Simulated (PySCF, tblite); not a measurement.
# C5H8B radical: geometry, infrared bands and EPR parameters

Wanted: the infrared bands and EPR parameters of C5H8B radical (`BC12C[C](C1)C2`), by calculation.

Programs: tblite 0.8.0 and PySCF 2.14.0, with density-fitted response routines of our own. Each step states its level of theory. These are calculated values for one molecule in the gas phase, unless marked as measured. Atoms count from 0, in the outputs and in this text.

## 1. The starting structure

14 atoms, charge 0, multiplicity 2; geometry from: force field or distance geometry start.

Bonds of the start (Å): B0–C1 1.60, C1–C2 1.50, C2–C3 1.55, C3–C4 1.56, C3–C5 1.54, C4–C1 1.53, C5–C1 1.52, B0–H6 1.17, B0–H7 1.17, C2–H8 1.12, C2–H9 1.12, C4–H10 1.12, C4–H11 1.11, C5–H12 1.13, C5–H13 1.12.

## 2. Relaxing the molecule with GFN2-xTB

The job: settings as JSON, then the geometry in Å.

```
{"job": {"kind": "relax", "xc": "GFN2-xTB", "basis": "xTB"}, "charge": 0, "multiplicity": 2}
B      1.807200    -0.214700    -0.398800
C      0.250800    -0.026100    -0.069100
C     -0.879400    -0.249600    -1.033900
C     -1.491900     0.182900     0.318800
C     -0.503500    -0.808600     1.013200
C     -0.393700     1.260700     0.414600
H      2.612300    -0.015900     0.432900
H      2.138100    -0.534100    -1.478500
H     -1.073200    -1.304200    -1.351000
H     -0.983400     0.498200    -1.860000
H     -0.674200    -1.893800     0.799200
H     -0.239900    -0.583200     2.068400
H     -0.121500     1.601000     1.456500
H     -0.448400     2.087100    -0.334300
```

Launch:

```console
$ OMP_NUM_THREADS=1 python probes_run.py task.json out
```

The driver reads the jobs from task.json and runs them one after another.

**Question.** This job is followed by: GFN2-xTB harmonic vibrations, gas phase; UKS B3LYP, pcH-1 on B C H, non-relativistic, mean-field spin-orbit, GIAO. What will the session give for the following? strongest single infrared mode (GFN2-xTB); zero-point energy (GFN2-xTB); g(iso) (B3LYP); ⟨S²⟩; largest a(iso); potential on the surface of density 0.002 e/bohr³, 1st and 99th percentile.

As calculated:

| quantity | value |
| --- | --- |
| strongest single infrared mode (GFN2-xTB) | 2668 cm⁻¹, 143 km/mol |
| zero-point energy (GFN2-xTB) | 70.6 kcal/mol |
| g(iso) (B3LYP) | 2.00271 |
| ⟨S²⟩ | 0.757 (exact 0.75) |
| largest a(iso) | 13C on C3, 257.2 MHz |
| potential on the surface of density 0.002 e/bohr³, 1st and 99th percentile | -0.84 V and 1.02 V |

In words: Over 102 steps the energy fell by 0.332 eV; of the close pairs, C1–C4 changed most, 1.534 to 1.626 Å. No mode is imaginary among the 36: a minimum at this level. The strongest single mode, at 2668 cm⁻¹, moves mainly H7 and H6. GFN2-xTB is a fitted tight-binding method: band positions and strengths are rough. Its intensities can rank the bands wrongly. The structure rearranged or came apart on optimisation; the results belong to the end geometry, not to the formula as drawn. C3 carries the largest spin population, 0.63 e. The isotropic g lies 0.4 ppt above the free-electron value. The conformer search found further structures of the same energy, which may be mirror or relabelled copies of this one.
